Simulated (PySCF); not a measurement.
**CH3AlI2 (SMILES [CH3][Al]([I])[I]) at 3 levels**

Wanted: a comparison of 3 runs (HF/STO-3G, PBE0/def2-SVP, M06-2X/def2-SVPD) of CH3AlI2. 

The results are computed with PySCF 2.14.0.

### Step 1. The structure to begin with

The species is CH3AlI2 (7 atoms), meant as a singlet with charge 0. SMILES: `[CH3][Al]([I])[I]`. The shape is that of a PBE0-D4/def2-TZVP optimisation.

Bond lengths: C1–Al2 1.935 Å, Al2–I3 2.469 Å, Al2–I4 2.469 Å, C1–H5 1.091 Å, C1–H6 1.094 Å, C1–H7 1.094 Å. Angles: C1–Al2–I3 120.8°, C1–Al2–I4 122.1°, I3–Al2–I4 117.1°, Al2–C1–H5 111.7°, Al2–C1–H6 110.1°, Al2–C1–H7 110.1°, H5–C1–H6 108.8°, H5–C1–H7 108.8°, H6–C1–H7 107.2°.

### Step 2. Energy and forces at HF/STO-3G (run 1)

calc.py reads:

```python
from pyscf import gto, scf

system = gto.Mole()
system.atom = '''
C   -0.093400   1.015700  -0.064300
Al   0.082100  -0.908600   0.033500
I    1.969600  -1.947600   1.239700
I   -1.548200  -2.429000  -1.027200
H   -0.976500   1.311800  -0.633000
H   -0.164300   1.438700   0.941800
H    0.792000   1.451000  -0.536200
'''
system.basis = 'sto-3g'
system.verbose = 4
system.spin = 0
system.charge = 0
system.max_memory = 1860
system.build()

mf = scf.RHF(system)
mf.conv_tol = 1e-10
mf.kernel()
if not mf.converged:
    mf = mf.newton().run(mf.mo_coeff, mf.mo_occ)

energy = mf.e_tot
print('Final energy', energy)
grad = mf.nuc_grad_method().kernel()
dip = mf.dip_moment()
pop, q = mf.mulliken_pop()
```

Run with:

```sh
$ OMP_NUM_THREADS=1 python calc.py
```

The log of the run:

```text
PySCF version 2.14.0

[... 61 lines left out ...]
converged SCF energy = -13979.7298293069
Final energy -13979.729829306865
[... 13 lines left out ...]
Dipole moment(X, Y, Z, Debye): -0.31785,  2.99234, -0.18103
[... 40 lines left out ...]
pop of  2 I 4dxz          1.99924
pop of  2 I 4dx2-y2       1.99970
pop of  3 I 1s            2.00000
pop of  3 I 2s            1.99996
pop of  3 I 3s            1.99976
pop of  3 I 4s            2.00048
pop of  3 I 5s            1.95347
pop of  3 I 2px           2.00002
pop of  3 I 2py           2.00002
pop of  3 I 2pz           2.00001
pop of  3 I 3px           1.99953
pop of  3 I 3py           1.99962
pop of  3 I 3pz           1.99975
pop of  3 I 4px           1.99932
pop of  3 I 4py           1.99946
pop of  3 I 4pz           1.99963
pop of  3 I 5px           1.73148
pop of  3 I 5py           1.78489
pop of  3 I 5pz           1.85606
pop of  3 I 3dxy          1.99996
pop of  3 I 3dyz          1.99998
pop of  3 I 3dz^2         1.99999
pop of  3 I 3dxz          1.99998
pop of  3 I 3dx2-y2       2.00000
pop of  3 I 4dxy          1.99912
pop of  3 I 4dyz          1.99960
pop of  3 I 4dz^2         1.99985
pop of  3 I 4dxz          1.99954
pop of  3 I 4dx2-y2       1.99988
pop of  4 H 1s            0.94764
pop of  5 H 1s            0.95006
pop of  6 H 1s            0.95003
 ** Mulliken atomic charges  **
charge of    0C =     -0.40489
charge of    1Al =      0.89714
charge of    2I =     -0.32317
charge of    3I =     -0.32136
charge of    4H =      0.05236
charge of    5H =      0.04994
charge of    6H =      0.04997
```

Wall time 15 s (1 thread of Intel Xeon at 2.70GHz, shared host); peak memory 0.14 GiB.

### Step 3. Energy and forces at PBE0/def2-SVP (core potential) (run 2)

input.py reads:

```python
import pyscf.grad
from pyscf import gto, dft

molecule = gto.M(
    atom=[
    ('C', (-0.093400, 1.015700, -0.064300)),
    ('Al', (0.082100, -0.908600, 0.033500)),
    ('I', (1.969600, -1.947600, 1.239700)),
    ('I', (-1.548200, -2.429000, -1.027200)),
    ('H', (-0.976500, 1.311800, -0.633000)),
    ('H', (-0.164300, 1.438700, 0.941800)),
    ('H', (0.792000, 1.451000, -0.536200)),
],
    max_memory=1860,
    ecp={'I': 'def2-svp'},
    basis='def2-svp',
    verbose=4,
)

mf = dft.RKS(molecule)
mf.xc = 'pbe0'
mf.conv_tol = 1e-10
mf.grids.level = 5
mf.kernel()
if not mf.converged:
    mf = mf.newton().run(mf.mo_coeff, mf.mo_occ)

etot = mf.e_tot
print('E = %.10f Eh' % etot)
grad = mf.Gradients().kernel()
dip = mf.dip_moment()
pop, q = mf.mulliken_pop()
```

Run with:

```sh
$ OMP_NUM_THREADS=1 python input.py
```

The log of the run:

```text
PySCF version 2.14.0

[... 84 lines left out ...]
converged SCF energy = -877.632573342911
[... 15 lines left out ...]
Dipole moment(X, Y, Z, Debye): -0.18290,  1.84479, -0.10296
[... 68 lines left out ...]
pop of  3 I 5pz           1.04085
pop of  3 I 6px           0.86625
pop of  3 I 6py           0.89317
pop of  3 I 6pz           0.88809
pop of  3 I 7px           0.82138
pop of  3 I 7py           0.84950
pop of  3 I 7pz           0.89443
pop of  3 I 4dxy          1.95888
pop of  3 I 4dyz          1.95929
pop of  3 I 4dz^2         1.95939
pop of  3 I 4dxz          1.95917
pop of  3 I 4dx2-y2       1.95903
pop of  3 I 5dxy          0.04846
pop of  3 I 5dyz          0.04480
pop of  3 I 5dz^2         0.04319
pop of  3 I 5dxz          0.04521
pop of  3 I 5dx2-y2       0.04457
pop of  4 H 1s            0.72177
pop of  4 H 2s            0.16149
pop of  4 H 2px           0.01143
pop of  4 H 2py           0.00724
pop of  4 H 2pz           0.00757
pop of  5 H 1s            0.71907
pop of  5 H 2s            0.16418
pop of  5 H 2px           0.00518
pop of  5 H 2py           0.00840
pop of  5 H 2pz           0.01327
pop of  6 H 1s            0.71909
pop of  6 H 2s            0.16414
pop of  6 H 2px           0.01145
pop of  6 H 2py           0.00847
pop of  6 H 2pz           0.00693
 ** Mulliken atomic charges  **
charge of    0C =     -0.40607
charge of    1Al =      0.62145
charge of    2I =     -0.24423
charge of    3I =     -0.24149
charge of    4H =      0.09050
charge of    5H =      0.08991
charge of    6H =      0.08993
```

Run time: 74 s. Hardware: 1 thread of Intel Xeon at 2.70GHz, shared host; peak memory 0.98 GiB.

### Step 4. Energy and forces at M06-2X/def2-SVPD (core potential) (run 3)

job.py reads:

```python
from pyscf import gto, dft

molecule = gto.M(
    atom='''
C     -0.176500     1.919395    -0.121509
Al     0.155147    -1.717005     0.063306
I      3.722005    -3.680431     2.342693
I     -2.925674    -4.590145    -1.941127
H     -1.845318     2.478943    -1.196197
H     -0.310482     2.718749     1.779744
H      1.496663     2.741993    -1.013271
''',
    ecp={'I': 'def2-svp'},
    basis='def2-svpd',
    verbose=4,
    charge=0,
    unit='bohr',
    max_memory=1860,
)

mf = dft.RKS(molecule)
mf.xc = 'm06-2x'
mf.grids.level = 5
mf.conv_tol = 1e-10
mf.kernel()
if not mf.converged:
    mf = mf.newton().run(mf.mo_coeff, mf.mo_occ)

energy = mf.e_tot
print(f'total energy: {energy:.8f} hartree')
grad = mf.nuc_grad_method().kernel()
mf.analyze()
```

Run with:

```sh
$ OMP_NUM_THREADS=1 python job.py
```

The log of the run:

```text
PySCF version 2.14.0

[... 101 lines left out ...]
Total Energy =                        -877.586540098992600
[... 14 lines left out ...]
MO #8   energy= -5.08550197129813  occ= 2
[... 12 lines left out ...]
MO #21  energy= -2.05245216870517  occ= 2
[... 12 lines left out ...]
MO #34  energy= -0.331938661364828 occ= 2
[... 12 lines left out ...]
MO #47  energy= 0.0731666456305561 occ= 0
[... 12 lines left out ...]
MO #60  energy= 0.18941759217051   occ= 0
[... 12 lines left out ...]
MO #73  energy= 0.345379726876988  occ= 0
[... 12 lines left out ...]
MO #86  energy= 0.528492116965189  occ= 0
[... 12 lines left out ...]
MO #99  energy= 0.676908425015899  occ= 0
[... 12 lines left out ...]
MO #112 energy= 1.0115872946676    occ= 0
[... 12 lines left out ...]
MO #125 energy= 2.30321336676536   occ= 0
[... 12 lines left out ...]
MO #138 energy= 56.2942539581524   occ= 0
[... 109 lines left out ...]
pop of  3 I 5dxz          0.09120
pop of  3 I 5dx2-y2       0.00301
pop of  3 I 6dxy          0.15614
pop of  3 I 6dyz          0.15876
pop of  3 I 6dz^2         0.15691
pop of  3 I 6dxz          0.16632
pop of  3 I 6dx2-y2       0.00760
pop of  4 H 1s            0.86743
pop of  4 H 2s            0.00974
pop of  4 H 2px           0.00142
pop of  4 H 2py           0.00139
pop of  4 H 2pz           0.00061
pop of  4 H 3px           0.00100
pop of  4 H 3py           0.00285
pop of  4 H 3pz           0.00069
pop of  5 H 1s            0.86511
pop of  5 H 2s            0.00828
pop of  5 H 2px           0.00053
pop of  5 H 2py           0.00141
pop of  5 H 2pz           0.00156
pop of  5 H 3px           0.00245
pop of  5 H 3py           0.00258
pop of  5 H 3pz           0.00083
pop of  6 H 1s            0.86523
pop of  6 H 2s            0.00827
pop of  6 H 2px           0.00162
pop of  6 H 2py           0.00150
pop of  6 H 2pz           0.00056
pop of  6 H 3px           0.00184
pop of  6 H 3py           0.00278
pop of  6 H 3pz           0.00167
 ** Mulliken atomic charges  **
charge of    0C =     -0.70154
charge of    1Al =     -1.82537
charge of    2I =      1.09199
charge of    3I =      1.08629
charge of    4H =      0.11487
charge of    5H =      0.11724
charge of    6H =      0.11652
Dipole moment(X, Y, Z, Debye): -0.18518,  1.78894, -0.10492
```

Run time: 2.3 min. Hardware: 1 thread of Intel Xeon at 2.70GHz, shared host; peak memory 1.5 GiB.

### Step 5. All runs side by side

| run | level | core potential | integration grid | energy (Eh) | dipole moment (D) | HOMO energy (eV) | LUMO energy (eV) | wall time |
| --- | --- | --- | --- | --- | --- | --- | --- | --- |
| 1 | HF/STO-3G | – | – | -13979.729829 | 3.01 | -7.37 | 6.74 | 15 s |
| 2 | PBE0/def2-SVP (core potential) | def2-svp | 5 | -877.632573 | 1.86 | -7.56 | -1.49 | 74 s |
| 3 | M06-2X/def2-SVPD (core potential) | def2-svp | 5 | -877.586540 | 1.80 | -8.70 | -0.95 | 2.3 min |

### Step 6. Summary of results

```
                       quantity          value
            run 3: total energy  -877.58654 Eh
           run 3: dipole moment         1.80 D
             run 3: HOMO energy       -8.70 eV
             run 3: LUMO energy       -0.95 eV
           run 3: HOMO–LUMO gap        7.75 eV
run 3: largest force on an atom     0.224 eV/Å
```

In words: The dipole moment (its size) runs from 1.80 D (M06-2X/def2-SVPD) to 3.01 D (HF/STO-3G). The two ends differ in method and basis and core potential. The HOMO–LUMO gap runs from 6.07 eV (PBE0/def2-SVP) to 14.11 eV (HF/STO-3G). Totals of different functionals can't be ranked against each other. Some runs of one species differ in core potentials or relativity; totals across that change don't compare. In run 1 the basis is minimal, so the values are rough. In run 1 relativity is left out where basis or elements ask for it. All runs together took 3.8 min, the longest 2.3 min.
